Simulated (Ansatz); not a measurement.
# C2H9NOSi: the cost of one run

Method: functionals in def2-TZVPP, the program's frozen cores in correlated methods; program: Ansatz 0.2.0, Gaussian basis.

Levels to be run: PBE-D4, r2SCAN-D4, PBE0-D4, B3LYP-D4, ωB97X-V, ωB97M-V, B2PLYP; CCSD(T)/def2-TZVPP; MP2/def2-QZVPP; extrapolation to the limit.

### 1 The geometry

The geometry comes from an earlier relaxation with PBE0-D4 in a triple-zeta def2 set; it is a stationary point, not always the lowest conformer.

SMILES `CN[SiH](C)O`, 14 atoms, charge 0, spin multiplicity 1.

Atoms are counted from 1 here; the program's logs count them from 0.

Bond lengths: C1–N2 1.445 Å, C1–H6 1.097 Å, C1–H7 1.095 Å, C1–H8 1.093 Å, N2–Si3 1.710 Å, N2–H9 1.006 Å, Si3–C4 1.857 Å, Si3–O5 1.653 Å, Si3–H10 1.491 Å, C4–H11 1.092 Å, C4–H12 1.093 Å, C4–H13 1.092 Å, O5–H14 0.958 Å. Angles: N2–C1–H6 113.0°, N2–C1–H7 111.8°, N2–C1–H8 109.7°, H6–C1–H7 107.9°, H6–C1–H8 107.3°, H7–C1–H8 106.8°, C1–N2–Si3 126.0°, C1–N2–H9 114.6°, Si3–N2–H9 118.5°, N2–Si3–C4 114.4°, N2–Si3–O5 112.0°, N2–Si3–H10 103.7°, C4–Si3–O5 103.4°, C4–Si3–H10 112.0°, O5–Si3–H10 111.6°, Si3–C4–H11 110.8°, Si3–C4–H12 110.8°, Si3–C4–H13 110.8° and more.

### 2 PBE-D4 (GGA)

in.yaml reads:

```yaml
crystal:
  periodic: [false, false, false]
  atoms:
    - {symbol: C, position_ang: [-0.976004, 1.625132, 0.330825]}
    - {symbol: N, position_ang: [0.359034, 1.076323, 0.404977]}
    - {symbol: Si, position_ang: [0.861414, -0.434342, -0.219505]}
    - {symbol: C, position_ang: [-0.190850, -1.871807, 0.306489]}
    - {symbol: O, position_ang: [0.777589, -0.481731, -1.870034]}
    - {symbol: H, position_ang: [-1.518320, 1.561677, 1.282244]}
    - {symbol: H, position_ang: [-0.968415, 2.674021, 0.016034]}
    - {symbol: H, position_ang: [-1.558622, 1.076576, -0.413076]}
    - {symbol: H, position_ang: [0.983137, 1.574889, 1.016489]}
    - {symbol: H, position_ang: [2.266114, -0.565410, 0.262128]}
    - {symbol: H, position_ang: [-0.157910, -1.999772, 1.390905]}
    - {symbol: H, position_ang: [-1.232956, -1.718803, 0.013307]}
    - {symbol: H, position_ang: [0.152615, -2.796934, -0.162166]}
    - {symbol: H, position_ang: [1.190275, 0.250981, -2.329916]}
basis:
  gaussian: {orbitals: def2-TZVPP}
hamiltonian: {xc: pbe, dispersion: d4}
output: {forces: true, orbitals: {seedname: orbitals}}
```

Command:

```bash
$ ansatz run in.yaml --threads 4 --pin off --events-out ev --progress --plain --max-ram 10444MiB
```

**Question.** How long does this run take on 4 threads of Arm Neoverse V1, shared host, and how much memory does it need?

About 3.2 s, with a peak of 0.41 GiB.
